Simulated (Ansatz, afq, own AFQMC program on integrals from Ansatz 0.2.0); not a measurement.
# CHGe (doublet): quantum Monte Carlo beside coupled cluster at distance Ge1–C2 = 1.782 Å, cc-pVDZ

Aim: compute CHGe (doublet) with auxiliary-field quantum Monte Carlo on the same integrals as coupled cluster, and set the energies side by side.

Program: Ansatz 0.2.0, Gaussian basis, and an in-house AFQMC program (afq) on its integrals; all values are calculated. Level of theory: cc-pVDZ, frozen cores. These are calculated values, not measurements.

Plan: PBE (unrestricted); r2SCAN (unrestricted); PBE0 (unrestricted); B3LYP (unrestricted); wB97M-V (unrestricted); B2PLYP (unrestricted); CCSD(T) on UHF; CCSDT(Q) on UHF; Phaseless AFQMC, CISD trial on UHF; Phaseless AFQMC, single-determinant trial on UHF.

13 further runs of the same task are left out: 2 for a known fault of the program, 11 that didn't finish.

### 1 The system

The geometry derives from a PBE0/def2-TZVP stationary point (not a proven minimum). One bond is set to the value named and the two fragments are kept rigid. No spin-orbit coupling is included. The filled d shell of Ge may be among the frozen orbitals whatever the setting's name suggests; the logs give the count.

3 atoms, charge 0, spin multiplicity 2.

Atoms are counted from 1 here; the program's logs count them from 0.

Bond lengths: Ge1–C2 1.782 Å, Ge1–H3 1.541 Å. Angles: C2–Ge1–H3 180.0°.

Coordinates:

```xyz
3
CHGe
Ge    0.0000    0.0000    0.0803
C     0.0000    0.0000   -1.7018
H     0.0000    0.0000    1.6216
```

### 2 PBE (unrestricted)

The input, in.yaml:

```yaml
crystal:
  periodic: [false, false, false]
  atoms:
    - {symbol: Ge, position_ang: [0.000000, 0.000000, 0.080265]}
    - {symbol: C, position_ang: [0.000000, 0.000000, -1.701841]}
    - {symbol: H, position_ang: [0.000000, 0.000000, 1.621576]}
basis:
  gaussian: {orbitals: cc-pVDZ}
magnetization: {spin_polarized: true, initial_magnetization: 1}
hamiltonian: {xc: {name: PBE}}
output: {orbitals: {seedname: orbitals}}
```

Started as:

```
$ ansatz run in.yaml --threads 1 --pin off --events-out ev --progress --plain --max-ram 1382MiB
```

Log:

```text
Functional definition: PBE
  name "PBE"
  cite "Perdew, Burke & Ernzerhof, Phys. Rev. Lett. 77, 3865 (1996) doi:10.1103/PhysRevLett.77.3865"
  parent pbe
  parameter kappa = 0.804
  parameter beta = 0.06672455060314922
  exchange = pbe_x(kappa = kappa, mu = beta*pi^2/3)
  correlation = pbe_c(beta = beta)
504 factors; integrals over basis functions are off by at most 1.1e-3 eV
mean field evaluation 1: about -57544.2582 eV, gradient 4.0e1 eV
mean field evaluation 2: about -57461.9407 eV, gradient 8.3e1 eV
mean field evaluation 4: about -57554.2013 eV, gradient 5.9e0 eV
mean field evaluation 8: about -57554.5358 eV, gradient 2.1e-1 eV
mean field evaluation 16: about -57554.5365 eV, gradient 1.6e-4 eV
mean field evaluation 32: about -57554.5365 eV, gradient 7.4e-6 eV
mean field -57554.53650030 eV, -2115.0902045201 hartree, gradient 2.5e-5 eV, S^2 0.752569; 8 other end points of the search recorded, 0 dependent functions left out
reference -57554.53652565 eV, -2115.0902054515 hartree; 20, 19 occupied and 26, 27 virtual orbitals, 504 factors
Total energy: -57554.53652565 eV, -2115.0902054515 hartree
```

It took 2.6 s on 1 thread of Arm Neoverse V2, shared host.

From the report: ⟨S²⟩ of the determinant 0.753 (pure doublet: 0.75).

### 3 r2SCAN (unrestricted)

Changes to in.yaml since step 2:

```diff
@@ -9,3 +9,2 @@
 magnetization: {spin_polarized: true, initial_magnetization: 1}
-hamiltonian: {xc: {name: PBE}}
-output: {orbitals: {seedname: orbitals}}
+hamiltonian: {xc: {name: r2SCAN}}
```

Launched as before.

Log, shortened:

```text
Functional definition: r2SCAN
  name "r2SCAN"
  cite "Furness, Kaplan, Ning, Perdew & Sun, J. Phys. Chem. Lett. 11, 8208 (2020) doi:10.1021/acs.jpclett.0c02405"
  cite "Furness, Kaplan, Ning, Perdew & Sun, J. Phys. Chem. Lett. 11, 9248 (2020) doi:10.1021/acs.jpclett.0c03077"
  parent r2scan
[...]
504 factors; integrals over basis functions are off by at most 1.1e-3 eV
[...]
mean field -57563.40075083 eV, -2115.4159597185 hartree, gradient 1.4e-5 eV, S^2 0.756161; 6 other end points of the search recorded, 0 dependent functions left out
reference -57563.40075924 eV, -2115.4159600278 hartree; 20, 19 occupied and 26, 27 virtual orbitals, 504 factors
Total energy: -57563.40075924 eV, -2115.4159600278 hartree
```

It took 5.5 s on 1 thread of Arm Neoverse V2, shared host.

From the report: ⟨S²⟩ of the determinant 0.756 (pure doublet: 0.75).

### 4 PBE0 (unrestricted)

Changes to in.yaml since step 3:

```diff
@@ -9,2 +9,3 @@
 magnetization: {spin_polarized: true, initial_magnetization: 1}
-hamiltonian: {xc: {name: r2SCAN}}
+hamiltonian: {xc: {name: PBE0}}
+output: {orbitals: {seedname: orbitals}}
```

The command is unchanged.

Log, shortened:

```text
Functional definition: PBE0
  name "PBE0"
  cite "Adamo & Barone, J. Chem. Phys. 110, 6158 (1999) doi:10.1063/1.478522"
  cite "Perdew, Burke & Ernzerhof, Phys. Rev. Lett. 77, 3865 (1996) doi:10.1103/PhysRevLett.77.3865"
  parent pbe
[...]
504 factors; integrals over basis functions are off by at most 1.1e-3 eV
[...]
mean field -57555.72731584 eV, -2115.1339661839 hartree, gradient 2.1e-5 eV, S^2 0.755321; 4 other end points of the search recorded, 0 dependent functions left out
reference -57555.72733479 eV, -2115.1339668804 hartree; 20, 19 occupied and 26, 27 virtual orbitals, 504 factors
Total energy: -57555.72733479 eV, -2115.1339668804 hartree
```

Run time: 2.7 s. Hardware: 1 thread of Arm Neoverse V2, shared host.

From the report: ⟨S²⟩ of the determinant 0.755 (pure doublet: 0.75).

### 5 B3LYP (unrestricted)

Changes to in.yaml since step 4:

```diff
@@ -9,3 +9,2 @@
 magnetization: {spin_polarized: true, initial_magnetization: 1}
-hamiltonian: {xc: {name: PBE0}}
-output: {orbitals: {seedname: orbitals}}
+hamiltonian: {xc: {name: B3LYP}}
```

Same command.

Log, shortened:

```text
Functional definition: B3LYP
  name "B3LYP"
  cite "Stephens, Devlin, Chabalowski & Frisch, J. Phys. Chem. 98, 11623 (1994) doi:10.1021/j100096a001"
  cite "Becke, Phys. Rev. A 38, 3098 (1988) doi:10.1103/PhysRevA.38.3098"
  cite "Lee, Yang & Parr, Phys. Rev. B 37, 785 (1988) doi:10.1103/PhysRevB.37.785"
  cite "Vosko, Wilk & Nusair, Can. J. Phys. 58, 1200 (1980) doi:10.1139/p80-159"
[...]
504 factors; integrals over basis functions are off by at most 1.1e-3 eV
[...]
mean field -57565.59500680 eV, -2115.4965971380 hartree, gradient 1.8e-5 eV, S^2 0.754582; 6 other end points of the search recorded, 0 dependent functions left out
reference -57565.59518320 eV, -2115.4966036207 hartree; 20, 19 occupied and 26, 27 virtual orbitals, 504 factors
Total energy: -57565.59518320 eV, -2115.4966036207 hartree
```

Run time: 2.9 s. Hardware: 1 thread of Arm Neoverse V2, shared host.

From the report: ⟨S²⟩ of the determinant 0.755 (pure doublet: 0.75).

### 6 wB97M-V (unrestricted)

Changes to in.yaml since step 5:

```diff
@@ -9,2 +9,3 @@
 magnetization: {spin_polarized: true, initial_magnetization: 1}
-hamiltonian: {xc: {name: B3LYP}}
+hamiltonian: {xc: {name: wB97M-V}}
+output: {orbitals: {seedname: orbitals}}
```

Launched as before.

Log, shortened:

```text
Functional definition: wB97M-V
  name "wB97M-V"
  cite "Mardirossian & Head-Gordon, J. Chem. Phys. 144, 214110 (2016) doi:10.1063/1.4952647"
  cite "Becke, J. Chem. Phys. 107, 8554 (1997) doi:10.1063/1.475007"
  cite "Vydrov & Van Voorhis, J. Chem. Phys. 133, 244103 (2010) doi:10.1063/1.3521275"
  # Of w^i u^j: cxij and so on, Table III.
[...]
  gx(w, u) = 1 - cx + cx01*u + cx10*w
  gss(w, u) = css00 + css04*u^4 + css10*w + css20*w^2 + css43*w^4*u^3
  gos(w, u) = cos00 + cos10*w + (cos20 + cos21*u)*w^2 + (cos60 + cos61*u)*w^6
[...]
      + integral(e_c_pw_mod_opposite_spin*gos(b97_w_opposite, b97_u_opposite)) + vv10(b, c)
504 factors; integrals over basis functions are off by at most 1.1e-3 eV
141 factors; integrals over basis functions are off by at most 9.0e-6 eV
[...]
mean field -57560.53310162 eV, -2115.3105755537 hartree, gradient 3.9e-5 eV, S^2 0.764414; 3 other end points of the search recorded, 0 dependent functions left out
reference -57560.53313084 eV, -2115.3105766277 hartree; 20, 19 occupied and 26, 27 virtual orbitals, 504 factors
Total energy: -57560.53313084 eV, -2115.3105766277 hartree
```

Run time: 8.5 s. Hardware: 1 thread of Arm Neoverse V2, shared host.

From the report: ⟨S²⟩ of the determinant 0.764 (pure doublet: 0.75).

### 7 B2PLYP (unrestricted)

Changes to in.yaml since step 6:

```diff
@@ -9,3 +9,3 @@
 magnetization: {spin_polarized: true, initial_magnetization: 1}
-hamiltonian: {xc: {name: wB97M-V}}
-output: {orbitals: {seedname: orbitals}}
+hamiltonian: {xc: {name: B2PLYP}}
+correlation: {electrons: outside_noble_gas}
```

Same command.

Log, shortened:

```text
Functional definition: B2PLYP
  name "B2PLYP"
  cite "Grimme, J. Chem. Phys. 124, 034108 (2006) doi:10.1063/1.2148954"
  cite "Becke, Phys. Rev. A 38, 3098 (1988) doi:10.1103/PhysRevA.38.3098"
  cite "Lee, Yang & Parr, Phys. Rev. B 37, 785 (1988) doi:10.1103/PhysRevB.37.785"
[...]
504 factors; integrals over basis functions are off by at most 1.1e-3 eV
[...]
mean field -57549.79541258 eV, -2114.9159727600 hartree, gradient 3.7e-6 eV, S^2 0.869484; 6 other end points of the search recorded, 0 dependent functions left out
15 core orbitals not correlated: weight in the atoms' cores, before any rotation towards them, 0.998 or more for the frozen orbitals, at most 0.002 for the correlated occupied ones
reference -57549.79552455 eV, -2114.9159768748 hartree; 5, 4 occupied and 26, 27 virtual orbitals, 504 factors
second order -7.43969172 eV of doubles, -0.00000000 eV of singles
Total energy: -57551.80424132 eV, -2114.9897958543 hartree
```

Run time: 3.2 s. Hardware: 1 thread of Arm Neoverse V2, shared host.

From the report: ⟨S²⟩ of the determinant 0.869 (pure doublet: 0.75).

### 8 CCSD(T) on UHF

Changes to in.yaml since step 7:

```diff
@@ -9,3 +9,2 @@
 magnetization: {spin_polarized: true, initial_magnetization: 1}
-hamiltonian: {xc: {name: B2PLYP}}
-correlation: {electrons: outside_noble_gas}
+correlation: {method: ccsd_t, electrons: outside_noble_gas, hamiltonian_folder: ham}
```

Launched as before.

Log, shortened:

```text
Functional definition: HF
  name "HF"
  cite "Fock, Z. Phys. 61, 126 (1930) doi:10.1007/BF01340294"
  parent pbe
[...]
504 factors; integrals over basis functions are off by at most 1.1e-3 eV
[...]
mean field -57512.95887138 eV, -2113.5622548396 hartree, gradient 2.6e-6 eV, S^2 2.166897; 24 other end points of the search recorded, 0 dependent functions left out
determinant -57512.95887138 eV, -2113.5622548396 hartree, with singles and doubles -57517.91109482 eV, -2113.7442456944 hartree
determinant -57512.91324965 eV, -2113.5605782718 hartree, with singles and doubles -57518.80337890 eV, -2113.7770365292 hartree
determinant -57512.87593522 eV, -2113.5592069919 hartree, with singles and doubles -57518.79179666 eV, -2113.7766108897 hartree
determinant -57512.58531775 eV, -2113.5485269969 hartree, with singles and doubles -57518.85075317 eV, -2113.7787775017 hartree
[...]
determinant -57512.95887138 eV, -2113.5622548396 hartree, with singles and doubles -57517.97012797 eV, -2113.7464151225 hartree
determinant -57512.91324965 eV, -2113.5605782718 hartree, with singles and doubles -57518.83488987 eV, -2113.7781945363 hartree
determinant -57512.87593522 eV, -2113.5592069919 hartree, with singles and doubles -57518.81779784 eV, -2113.7775664156 hartree
determinant -57512.58531775 eV, -2113.5485269969 hartree, with singles and doubles -57518.84981461 eV, -2113.7787430104 hartree
15 core orbitals not correlated: weight in the atoms' cores, before any rotation towards them, 0.999 or more for the frozen orbitals, at most 0.001 for the correlated occupied ones
reference -57512.58531775 eV, -2113.5485269969 hartree; 5, 4 occupied and 26, 27 virtual orbitals, 504 factors
second order -5.64928618 eV of doubles, -0.00000000 eV of singles
cycle   1  -6.26449867 eV  change   -1.8e-6 eV  update   2.7e-6
perturbative correction -0.39516167 eV, -0.0145219235 hartree
Total energy: -57519.24497809 eV, -2113.7932650004 hartree
```

It took 13 s on 1 thread of Arm Neoverse V2, shared host.

From the report: ⟨S²⟩ of the determinant 0.760 (pure doublet: 0.75); correlation -6.6597 eV; T1 0.036; largest double amplitude 0.15.

This run also writes the integrals to the folder ham.

### 9 CCSDT(Q) on UHF

Changes to in.yaml since step 8:

```diff
@@ -9,2 +9,2 @@
 magnetization: {spin_polarized: true, initial_magnetization: 1}
-correlation: {method: ccsd_t, electrons: outside_noble_gas, hamiltonian_folder: ham}
+correlation: {method: ccsdt_q, electrons: outside_noble_gas}
```

The command is unchanged.

Log, shortened:

```text
Functional definition: HF
  name "HF"
  cite "Fock, Z. Phys. 61, 126 (1930) doi:10.1007/BF01340294"
  parent pbe
[...]
866 factors; integrals over basis functions are off by at most 2.4e-7 eV
[...]
mean field -57512.95899333 eV, -2113.5622593211 hartree, gradient 2.9e-6 eV, S^2 2.166897; 22 other end points of the search recorded, 0 dependent functions left out
determinant -57512.95899333 eV, -2113.5622593211 hartree, with singles and doubles -57517.91122044 eV, -2113.7442503108 hartree
determinant -57512.91336919 eV, -2113.5605826650 hartree, with singles and doubles -57518.80350514 eV, -2113.7770411686 hartree
determinant -57512.87605208 eV, -2113.5592112864 hartree, with singles and doubles -57518.79192334 eV, -2113.7766155454 hartree
determinant -57512.58543239 eV, -2113.5485312097 hartree, with singles and doubles -57518.85087941 eV, -2113.7787821408 hartree
[...]
determinant -57512.91336919 eV, -2113.5605826650 hartree, with singles and doubles -57518.83501709 eV, -2113.7781992115 hartree
determinant -57512.87605208 eV, -2113.5592112864 hartree, with singles and doubles -57518.81792440 eV, -2113.7775710667 hartree
determinant -57512.58543239 eV, -2113.5485312097 hartree, with singles and doubles -57518.84994047 eV, -2113.7787476355 hartree
15 core orbitals not correlated: weight in the atoms' cores, before any rotation towards them, 0.999 or more for the frozen orbitals, at most 0.001 for the correlated occupied ones
reference -57512.58543239 eV, -2113.5485312097 hartree; 5, 4 occupied and 26, 27 virtual orbitals, 866 factors
second order -5.64931108 eV of doubles, -0.00000000 eV of singles
cycle   1  -5.80458308 eV  change   -1.6e-1 eV  update   1.3e-1
[...]
cycle  21  -6.69037350 eV  change    8.8e-8 eV  update   9.0e-7
perturbative correction -0.05350774 eV, -0.0019663733 hartree
Total energy: -57519.32931364 eV, -2113.7963642744 hartree
```

Run time: 22 s. Hardware: 1 thread of Arm Neoverse V2, shared host.

From the report: ⟨S²⟩ of the determinant 0.760 (pure doublet: 0.75); correlation -6.7439 eV; T1 0.037; largest double amplitude 0.17.

### 10 Phaseless AFQMC, CISD trial on UHF

It reads the integrals that the CCSD(T) run on this determinant wrote.

Started as:

```
$ afq ham --method phaseless --trial cisd --walkers 60 --populations 1 --least-time 40 --time-step 0.005 --steps-per-block 50 --equilibration-blocks 28 --max-blocks 300 --target-error 0.00036 --factor-cut 1e-05 --start spin_pure --seed 9584 --release-times 0.24,0.51,0.99,1.62,2.4 --release-step 0.03 --release-every 4 --taylor-order 6
```

Log:

```text
orbitals 31  electrons 5 4  factors 237 of 504
reference energy -2113.54852700 Eh
CCSD correlation -0.23021596 Eh in 15 cycles, weight of the determinant in the CISD state 0.8334
energy of the start -2113.778245 Eh
 block  time / (1/Eh)  mean weight  energy / Eh
     1     0.250  0.9987  -2113.775733
     2     0.500  0.9983  -2113.776702
     3     0.750  0.9982  -2113.778186
     4     1.000  0.9994  -2113.778653
     5     1.250  0.9995  -2113.780693
     6     1.500  1.0013  -2113.788248
     7     1.750  1.0016  -2113.795315
     8     2.000  1.0014  -2113.804212
     9     2.250  0.9984  -2113.790059
    10     2.500  0.9976  -2113.792205
    17     4.250  0.9983  -2113.792899
    25     6.250  1.0013  -2113.811169
    33     8.250  0.9998  -2113.785065
    41    10.250  0.9989  -2113.799714
    49    12.250  1.0011  -2113.795757
    57    14.250  0.9997  -2113.813786
    65    16.250  0.9989  -2113.784753
    73    18.250  0.9983  -2113.795458
    81    20.250  0.9991  -2113.777294
    89    22.250  0.9994  -2113.783723
    97    24.250  1.0003  -2113.788532
   105    26.250  1.0008  -2113.793918
   113    28.250  1.0008  -2113.798149
   121    30.250  1.0009  -2113.797157
   129    32.250  1.0006  -2113.790265
   137    34.250  1.0004  -2113.787078
   145    36.250  0.9991  -2113.798848
   153    38.250  0.9998  -2113.787774
   161    40.250  0.9997  -2113.787857
   169    42.250  1.0015  -2113.823386
   177    44.250  0.9998  -2113.791613
   185    46.250  1.0030  -2113.794627
   193    48.250  1.0010  -2113.790028
   201    50.250  0.9986  -2113.790425
   209    52.250  0.9970  -2113.789075
   217    54.250  1.0006  -2113.791010
   225    56.250  0.9995  -2113.797079
   233    58.250  1.0004  -2113.791946
   241    60.250  1.0006  -2113.783879
   249    62.250  0.9995  -2113.786621
   257    64.250  0.9998  -2113.792366
   265    66.250  0.9998  -2113.788512
   273    68.250  0.9981  -2113.778762
   281    70.250  1.0027  -2113.785649
   289    72.250  1.0018  -2113.781468
   297    74.250  0.9985  -2113.797508
   305    76.250  0.9974  -2113.797113
   313    78.250  1.0028  -2113.807621
   321    80.250  1.0030  -2113.787329
blocks merged  error / Eh  count
     1  0.000390  300
     2  0.000462  150
     4  0.000560  75
     8  0.000634  37
    16  0.000615  18
    32  0.000675  9
released: time / (1/Eh)  energy / Eh  error  mean overlap
  0.24  -2113.792948  0.000756  0.9958
  0.51  -2113.793804  0.000758  0.9968
  0.99  -2113.795671  0.000925  0.9935
  1.62  -2113.796649  0.000907  0.9866
  2.40  -2113.796221  0.000917  0.9788
energy -2113.792475 +/- 0.000634 Eh
```

Run time: 3.9 min. Hardware: 1 thread of Arm Neoverse V2, shared host.

Energy -57519.2235 ± 0.0172 eV. Caveats: constraint bias not in the error; error above the target.

### 11 Phaseless AFQMC, single-determinant trial on UHF

It reads the integrals that the CCSD(T) run on this determinant wrote.

Started as:

```
$ afq ham --method phaseless --trial hf --walkers 120 --populations 1 --least-time 40 --time-step 0.005 --steps-per-block 20 --equilibration-blocks 112 --max-blocks 600 --target-error 0.00108 --factor-cut 1e-05 --start spin_pure --seed 4298 --taylor-order 6
```

Log:

```text
orbitals 31  electrons 5 4  factors 237 of 504
reference energy -2113.54852700 Eh
CCSD correlation -0.23021596 Eh in 15 cycles, weight of the determinant in the CISD state 0.8334
energy of the start -2113.548757 Eh
 block  time / (1/Eh)  mean weight  energy / Eh
     1     0.100  1.0008  -2113.583753
     2     0.200  1.0008  -2113.620180
     3     0.300  1.0007  -2113.638201
     4     0.400  1.0016  -2113.654361
     5     0.500  1.0009  -2113.666784
     6     0.600  1.0007  -2113.672744
     7     0.700  1.0007  -2113.674425
     8     0.800  1.0007  -2113.695541
     9     0.900  1.0004  -2113.707939
    10     1.000  1.0005  -2113.725087
    18     1.800  1.0002  -2113.761096
    35     3.500  1.0000  -2113.755794
    52     5.200  0.9999  -2113.771135
    69     6.900  1.0001  -2113.764508
    86     8.600  1.0002  -2113.772424
   103    10.300  1.0006  -2113.784018
   120    12.000  1.0018  -2113.803705
   137    13.700  0.9998  -2113.796664
   154    15.400  0.9983  -2113.775103
   171    17.100  0.9995  -2113.778384
   188    18.800  1.0004  -2113.796837
   205    20.500  0.9990  -2113.764217
   222    22.200  1.0006  -2113.807888
   239    23.900  1.0008  -2113.770982
   256    25.600  1.0006  -2113.768694
   273    27.300  0.9993  -2113.750605
   290    29.000  0.9994  -2113.761689
   307    30.700  1.0033  -2113.900062
   324    32.400  1.0000  -2113.787463
   341    34.100  1.0014  -2113.810827
   358    35.800  0.9975  -2113.815689
   375    37.500  0.9999  -2113.764701
   392    39.200  1.0007  -2113.812328
   409    40.900  1.0008  -2113.749248
   426    42.600  1.0012  -2113.805029
   443    44.300  0.9996  -2113.744096
   460    46.000  1.0010  -2113.763213
   477    47.700  1.0015  -2113.799673
   494    49.400  0.9984  -2113.796652
   511    51.100  1.0001  -2113.806719
   528    52.800  0.9995  -2113.819029
   545    54.500  1.0008  -2113.807083
   562    56.200  0.9999  -2113.758880
   579    57.900  0.9997  -2113.785129
   596    59.600  0.9990  -2113.767124
   613    61.300  1.0010  -2113.791214
   630    63.000  1.0022  -2113.764287
   647    64.700  1.0003  -2113.808550
   664    66.400  1.0000  -2113.811858
   681    68.100  1.0014  -2113.819078
   698    69.800  1.0012  -2113.759733
blocks merged  error / Eh  count
     1  0.001044  600
     2  0.001394  300
     4  0.001860  150
     8  0.002335  75
    16  0.002851  37
    32  0.003461  18
    64  0.001600  9
energy -2113.787323 +/- 0.003461 Eh
```

Wall time 2.5 min (1 thread of Arm Neoverse V2, shared host).

Energy -57519.0833 ± 0.0942 eV. The run doesn't count as converged. Caveats: constraint bias not in the error; error above the target.

### 12 AFQMC on the ladder

On the UHF determinant, counted from CCSDT(Q) (a yardstick, not exact):

```csv
level,energy (eV),from CCSDT(Q) (kJ/mol),statistical error (kJ/mol),time
HF,-57512.5853,+650.7,,
MP2,-57518.2346,+105.6,,
CCSD,-57518.8498,+46.3,,
CCSD(T),-57519.2450,+8.1,,
CCSDT(Q),-57519.3293,0.0,,
"Phaseless AFQMC, CISD trial, step 0.005, 60 walkers",-57519.2235,+10.2,1.7,3.9 min
```

The functionals' totals stand on their own zeros and serve differences with other points: PBE -57554.537 eV; r2SCAN -57563.401 eV; PBE0 -57555.727 eV; B3LYP -57565.595 eV; wB97M-V -57560.533 eV; B2PLYP -57551.804 eV.

### 13 Summary of results

| quantity | value |
| --- | --- |
| CCSD(T) on UHF from CCSDT(Q) | +8.1 kJ/mol |
| Phaseless AFQMC, CISD trial on UHF from CCSDT(Q) | +10.2 ± 1.7 kJ/mol |

**Reading.** On UHF the phaseless walk with the CISD trial lies +10.2 kJ/mol from CCSDT(Q), 6 times its error bar. Error bars are statistical and leave out the constraint, the time step and what remains of the start.
